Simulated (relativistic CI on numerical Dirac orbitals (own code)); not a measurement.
**Ar⁶⁺: how the levels respond to the fine-structure constant and the nuclear radius**

Aim: the factor q = dE/dx of each excitation energy, x = (α/α0)² − 1, by finite differences, and the field-shift factor by the mean square nuclear radius, for the lowest 30 levels.

The numbers are computed with relativistic CI on numerical Dirac orbitals (own code) version 2 (Dirac-Coulomb-Breit CI, KLI orbitals optimised for each configuration, derivatives by finite differences), except any that are marked as measured or tabulated.

## 1. The atom as given

* ion: Ar⁶⁺ (Ar VII)
* nuclear charge: 18
* electrons: 12
* isotope: A = 40
* first configuration: [Ne] 3s2

The outer shells:

[Ne] 3s2
```
[Ne] core
3s [↑↓]
```

## 2. Levels and derivatives

Settings, as recorded:

```ini
atom Ar  Z=18  charge=6  electrons=12
nucleus A=40  rms_radius_fm=3.4274
hamiltonian dirac-coulomb  breit=on  qed=off  c_scale=1
orbitals kli  potential=per-configuration
slater_scale 1
correlation none
mixing on
configurations
  [Ne] 3s2
  [Ne] 3s 3p
  [Ne] 3p2
  [Ne] 3s 3d
  [Ne] 3d2
  [Ne] 3p 3d
  [Ne] 3p 4s
  [Ne] 3s 4s
end
derivatives alpha2 +-0.01 radius +-1%
```

Q: Predict the outcome of this session. Wanted: lowest level; largest q in size, lowest 30 levels; largest field-shift factor among them.

As calculated:

| quantity | value |
| --- | --- |
| lowest level | 3s2 1S0 |
| largest q in size, lowest 30 levels | 7397 cm⁻¹ (3d2 3F3) |
| largest field-shift factor among them | -4.16 GHz/fm² (3p2 3P0) |

In words: Among these levels the largest q belongs to 3d2 3F3, a change of configuration. K = 2q/E, the relative sensitivity of a level, hangs on the computed energy: between configurations that lie close it can be off by a factor of several.
